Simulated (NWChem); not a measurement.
# C6H3Al (SMILES C#[C][Al]([C]#C)[C]#C): levels of theory compared

Wanted: a comparison of 4 runs (HF/STO-3G, HF/3-21G, B3LYP/6-31G*) of C6H3Al. 

Program for the calculation: NWChem 7.3.0.

**1. The molecule**

C6H3Al: 10 atoms, total charge 0, spin state singlet. SMILES: `C#[C][Al]([C]#C)[C]#C`. Geometry: relaxed at PBE0-D4/def2-TZVP.

Bond lengths: C1–C2 1.210 Å, C2–Al3 1.893 Å, Al3–C4 1.893 Å, C4–C5 1.210 Å, Al3–C6 1.893 Å, C6–C7 1.210 Å, C1–H8 1.067 Å, C5–H9 1.067 Å, C7–H10 1.067 Å. Angles: C1–C2–Al3 179.8°, C2–Al3–C4 120.0°, C2–Al3–C6 119.9°, C4–Al3–C6 120.1°, Al3–C4–C5 179.5°, Al3–C6–C7 179.8°, C2–C1–H8 180.0°, C4–C5–H9 179.9°, C6–C7–H10 180.0°.

**2. Energy and forces at HF/STO-3G (run 1)**

Contents of geom.xyz:

```xyz
10

C      0.324800    -2.984300     0.798700
C      0.199100    -1.821500     0.489000
Al     0.008000    -0.001800     0.002800
C     -1.571500     0.938300     0.456200
C     -2.586000     1.533400     0.740000
C      1.396900     0.876100    -0.937700
C      2.286300     1.434000    -1.538900
H      0.435300    -4.009400     1.072100
H     -3.480500     2.058400     0.989200
H      3.070700     1.925700    -2.068700
```

Contents of geom.nw:

```
start geom
memory stack 880 mb heap 220 mb global 1100 mb
charge 0

geometry units angstroms noautosym nocenter noautoz
  load format xyz geom.xyz
end

basis spherical bse
  C library STO-3G
  Al library STO-3G
  H library STO-3G
end

scf
  singlet
  rhf
  thresh 1e-08
  maxiter 80
end

task scf gradient
```

On the command line:

```
$ nwchem geom.nw > geom.out
```

What it wrote:

```text
[...]
  functions       =    42
[...]
  wavefunction    = RHF
[...]
         Total SCF energy =   -465.010323021644
      One-electron energy =  -1102.302925235792
      Two-electron energy =    405.677578685762
 Nuclear repulsion energy =    231.615023528385
        Time for solution =      2.0s
[...]
                         RHF ENERGY GRADIENTS
    atom               coordinates                        gradient
                 x          y          z           x          y          z
   1 C       0.613783  -5.639509   1.509324    0.009465  -0.087037   0.023142
   2 C       0.376244  -3.442136   0.924076   -0.007330   0.066176  -0.017564
   3 Al      0.015118  -0.003402   0.005291   -0.000019  -0.000099  -0.000096
   4 C      -2.969704   1.773130   0.862093    0.058034  -0.033621  -0.015914
   5 C      -4.886831   2.897706   1.398397   -0.076007   0.044488   0.021286
   6 C       2.639758   1.655589  -1.771996   -0.050616  -0.031568   0.034185
   7 C       4.320481   2.709867  -2.908099    0.066513   0.041711  -0.044986
   8 H       0.822598  -7.576667   2.025975    0.000008   0.000043  -0.000002
   9 H      -6.577191   3.889812   1.869317   -0.000031  -0.000033  -0.000092
  10 H       5.802782   3.639045  -3.909276   -0.000019  -0.000060   0.000041
[...]
```

Wall time 3 s (1 thread of Intel Xeon 6975P-C (Granite Rapids), shared host); peak memory 0.099 GiB.

**3. Energy and gradient at HF/3-21G (run 2)**

Contents of struct.nw:

```
echo
start struct
title "C6H3Al"
memory 2200 mb

geometry units au noautosym nocenter noautoz
 C   0.61378305 -5.63950967  1.50932426
 C   0.37624447 -3.44213614  0.92407607
 Al  0.01511781 -0.00340151  0.00529123
 C  -2.96970460  1.77313002  0.86209306
 C  -4.88683176  2.89770604  1.39839733
 C   2.63975842  1.65558906 -1.77199619
 C   4.32048084  2.70986726 -2.90809953
 H   0.82259778 -7.57666792  2.02597538
 H  -6.57719178  3.88981225  1.86931708
 H   5.80278201  3.63904560 -3.90927643
end

basis spherical bse
 * library 3-21G
end

scf
 thresh 1e-08
 maxiter 80
end

task scf gradient
```

On the command line:

```
$ nwchem struct.nw > struct.out
```

What it wrote:

```text
[...]
  functions       =    73
[...]
  wavefunction    = RHF
[...]
         Total SCF energy =   -468.158840569684
      One-electron energy =  -1101.400614073955
      Two-electron energy =    401.626766608480
 Nuclear repulsion energy =    231.615006895791
        Time for solution =      2.8s
[...]
                         RHF ENERGY GRADIENTS
    atom               coordinates                        gradient
                 x          y          z           x          y          z
   1 C       0.613783  -5.639510   1.509324    0.001194  -0.010334   0.002706
   2 C       0.376244  -3.442136   0.924076   -0.003766   0.034186  -0.009071
   3 Al      0.015118  -0.003402   0.005291   -0.000015  -0.000129  -0.000114
   4 C      -2.969705   1.773130   0.862093    0.029976  -0.017403  -0.008257
   5 C      -4.886832   2.897706   1.398397   -0.009119   0.005197   0.002526
   6 C       2.639758   1.655589  -1.771996   -0.026095  -0.016308   0.017646
   7 C       4.320481   2.709867  -2.908100    0.007855   0.004897  -0.005335
   8 H       0.822598  -7.576668   2.025975    0.001178  -0.010941   0.002930
   9 H      -6.577192   3.889812   1.869317   -0.009588   0.005612   0.002606
  10 H       5.802782   3.639046  -3.909276    0.008380   0.005224  -0.005637
[...]
```

Run time: 3.9 s. Hardware: 1 thread of Intel Xeon 6975P-C (Granite Rapids), shared host; peak memory 0.099 GiB.

Run 3 isn't shown in full; the table further down has it.

**4. Energy and gradient at B3LYP/6-31G(d) (Cartesian functions) (run 4)**

Contents of c6h3al.nw:

```
start c6h3al
memory 2200 mb

geometry noautosym nocenter noautoz
C        0.324800      -2.984300       0.798700
C        0.199100      -1.821500       0.489000
Al       0.008000      -0.001800       0.002800
C       -1.571500       0.938300       0.456200
C       -2.586000       1.533400       0.740000
C        1.396900       0.876100      -0.937700
C        2.286300       1.434000      -1.538900
H        0.435300      -4.009400       1.072100
H       -3.480500       2.058400       0.989200
H        3.070700       1.925700      -2.068700
end

basis cartesian
* library 6-31G*
end

dft
xc b3lyp
grid fine
convergence energy 1e-08
maxiter 100
mulliken
print medium
end

task dft gradient
```

On the command line:

```
$ nwchem c6h3al.nw > c6h3al.out
```

What it wrote:

```text
[...]
          Wavefunction type:  closed shell.
          No. of atoms     :    10
          No. of electrons :    52
[...]
          Charge           :     0
          Spin multiplicity:     1
[...]
          AO basis - number of functions:   115
[...]
              XC Information
              --------------
                         B3LYP Method XC Potential
                     Hartree-Fock (Exact) Exchange  0.200
                        Slater Exchange Functional  0.800 local
                    Becke 1988 Exchange Functional  0.720 non-local
              Lee-Yang-Parr Correlation Functional  0.810
                  VWN I RPA Correlation Functional  0.190 local
[...]
 d= 0,ls=0.0,diis     1   -472.6227248074 -7.04D+02  1.19D-02  8.52D-01     2.2
[...]
 d= 0,ls=0.0,diis    10   -472.7095780825 -5.98D-10  1.69D-07  7.08D-10    17.7
         Total DFT energy =     -472.709578082539
      One electron energy =    -1106.002239928269
           Coulomb energy =      453.852427686625
    Exchange-Corr. energy =      -52.174789369280
 Nuclear repulsion energy =      231.615023528385
[...]
  wavefunction    = closed shell
                         DFT ENERGY GRADIENTS
    atom               coordinates                        gradient
                 x          y          z           x          y          z
   1 C       0.613783  -5.639509   1.509324   -0.001655   0.015562  -0.004166
   2 C       0.376244  -3.442136   0.924076    0.001632  -0.015648   0.004186
   3 Al      0.015118  -0.003402   0.005291   -0.000017  -0.000056  -0.000056
   4 C      -2.969704   1.773130   0.862093   -0.013519   0.008070   0.003887
   5 C      -4.886831   2.897706   1.398397    0.013532  -0.007979  -0.003760
   6 C       2.639758   1.655589  -1.771996    0.012016   0.007581  -0.008128
   7 C       4.320481   2.709867  -2.908099   -0.011955  -0.007502   0.008066
   8 H       0.822598  -7.576667   2.025975   -0.000137   0.001386  -0.000365
   9 H      -6.577191   3.889812   1.869317    0.001157  -0.000721  -0.000392
  10 H       5.802782   3.639045  -3.909276   -0.001054  -0.000694   0.000730
[...]
```

Wall time 22 s (1 thread of Intel Xeon 6975P-C (Granite Rapids), shared host); peak memory 0.13 GiB.

**5. The series**

```tsv
run	level	iteration cap	module	energy (Eh)	dipole moment (D)	HOMO energy (eV)	LUMO energy (eV)	wall time
1	HF/STO-3G	80	scf	-465.010323	0.00	-8.53	6.19	3 s
2	HF/3-21G	80	scf	-468.158841	0.02	-10.62	1.19	3.9 s
3	B3LYP/6-31G* (spherical functions)	100	dft	-472.702436	0.01	-7.45	-1.94	21 s
4	B3LYP/6-31G* (Cartesian functions)	100	dft	-472.709578	0.01	-7.45	-1.94	22 s
```

**6. Results**

| quantity | value |
| --- | --- |
| run 4: total energy | -472.70958 Eh |
| run 4: dipole moment | 0.01 D |
| run 4: HOMO energy | -7.45 eV |
| run 4: LUMO energy | -1.94 eV |
| run 4: HOMO–LUMO gap | 5.52 eV |
| run 4: largest force on an atom | 0.842 eV/Å |

What this shows: The HOMO–LUMO gap runs from 5.51 eV (B3LYP/6-31G*) to 14.71 eV (HF/STO-3G). The two ends differ in method and basis. In run 1 the basis is minimal, so the values are rough. All runs together took 50 s, the longest 22 s.
